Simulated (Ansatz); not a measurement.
**ClH4SSbSi: a ladder of functionals and wavefunction methods**

One table from this session's results is given with a row withheld; the runs are named, their logs left out.

The runs use Ansatz 0.2.0, Gaussian basis; functionals in def2-TZVPP, the program's frozen cores in correlated methods.

Plan: LDA (SPW92), PBE-D4, revPBE-D4, BLYP-D4, r2SCAN-D4, B97M-V, PBE0-D4, B3LYP-D4, r2SCANh-D4, r2SCAN0-D4, HSE06-D4, BHLYP-D4, CAM-B3LYP-D4, LC-ωPBE, ωB97X-V, ωB97M-V, B2PLYP, PBE-QIDH; CCSD(T)/def2-SVP; CCSD(T)/def2-TZVPP; MP2/def2-QZVPP; extrapolation to the limit; RPA on PBE.

### Structure used throughout

An earlier PBE0-D4 in a triple-zeta def2 set relaxation fixed the geometry. Sb takes the def2 core potential; no spin-orbit term is included.

SMILES `Cl[SiH2][S][SbH2]`, 8 atoms, charge 0, spin multiplicity 1.

Atoms are counted from 1 here; the program's logs count them from 0.

Bond lengths: Cl1–Si2 2.061 Å, Si2–S3 2.109 Å, Si2–H5 1.479 Å, Si2–H6 1.481 Å, S3–Sb4 2.443 Å, Sb4–H7 1.710 Å, Sb4–H8 1.710 Å. Angles: Cl1–Si2–S3 112.1°, Cl1–Si2–H5 108.1°, Cl1–Si2–H6 105.7°, S3–Si2–H5 107.2°, S3–Si2–H6 112.0°, H5–Si2–H6 111.8°, Si2–S3–Sb4 96.9°, S3–Sb4–H7 92.0°, S3–Sb4–H8 94.1°, H7–Sb4–H8 90.9°.

The first run:

Contents of in.yaml:

```yaml
crystal:
  periodic: [false, false, false]
  atoms:
    - {symbol: Cl, position_ang: [-2.518886, 0.252059, -0.253992]}
    - {symbol: Si, position_ang: [-0.815922, 1.259370, 0.324595]}
    - {symbol: S, position_ang: [0.650329, -0.041737, 1.102965]}
    - {symbol: Sb, position_ang: [1.041495, -1.306039, -0.950999]}
    - {symbol: H, position_ang: [-1.182843, 2.200043, 1.405486]}
    - {symbol: H, position_ang: [-0.340157, 1.969698, -0.884531]}
    - {symbol: H, position_ang: [2.676131, -1.588290, -0.536436]}
    - {symbol: H, position_ang: [0.582055, -2.802304, -0.262987]}
basis:
  gaussian: {orbitals: def2-TZVPP}
hamiltonian: {xc: lda}
output: {orbitals: {seedname: orbitals}}
```

On the command line:

```console
$ ansatz run in.yaml --threads 4 --pin off --events-out ev --progress --plain --max-ram 10444MiB
```

Steps of the session up to this table: LDA; PBE-D4 (GGA); revPBE-D4 (GGA); BLYP-D4 (GGA); r2SCAN-D4 (meta-GGA); B97M-V (meta-GGA); PBE0-D4 (hybrid); B3LYP-D4 (hybrid); r2SCANh-D4 (hybrid); r2SCAN0-D4 (hybrid); HSE06-D4 (hybrid); BHLYP-D4 (hybrid); CAM-B3LYP-D4 (range-separated); LC-ωPBE (range-separated); ωB97X-V (range-separated); ωB97M-V (range-separated); B2PLYP (double hybrid); PBE-QIDH (double hybrid).

One table of the session follows, with a row left open; its other results are not shown here.

It belongs to the step «Frontier levels by functional». 

```
  functional  HOMO (eV)  LUMO (eV)  gap (eV)
 LDA (SPW92)      -6.51      -2.59      3.92
      PBE-D4      -6.40      -2.36      4.04
   revPBE-D4      -6.35      -2.27      4.08
     BLYP-D4      -6.22      -2.24      3.98
   r2SCAN-D4      -6.68      -2.18      4.50
      B97M-V      -6.76      -2.18      4.58
     PBE0-D4      -7.53      -1.60      5.94
    B3LYP-D4      -7.30      -1.80      5.50
  r2SCANh-D4      -7.09      -1.90      5.19
  r2SCAN0-D4      -7.71      -1.50      6.22
    HSE06-D4      -7.14      -1.96      5.18
    BHLYP-D4      -8.49      -0.76      7.72
CAM-B3LYP-D4          ?          ?         ?
     LC-ωPBE     -10.06       0.44     10.51
     ωB97X-V      -9.75       0.34     10.09
     ωB97M-V      -9.61       0.16      9.77
```

Q: Estimate the row for CAM-B3LYP-D4 from the others.

The run gave: HOMO (eV): -8.77; LUMO (eV): -0.63; gap (eV): 8.14. In the column «HOMO (eV)» it lies between ωB97M-V (-9.61) and BHLYP-D4 (-8.49).
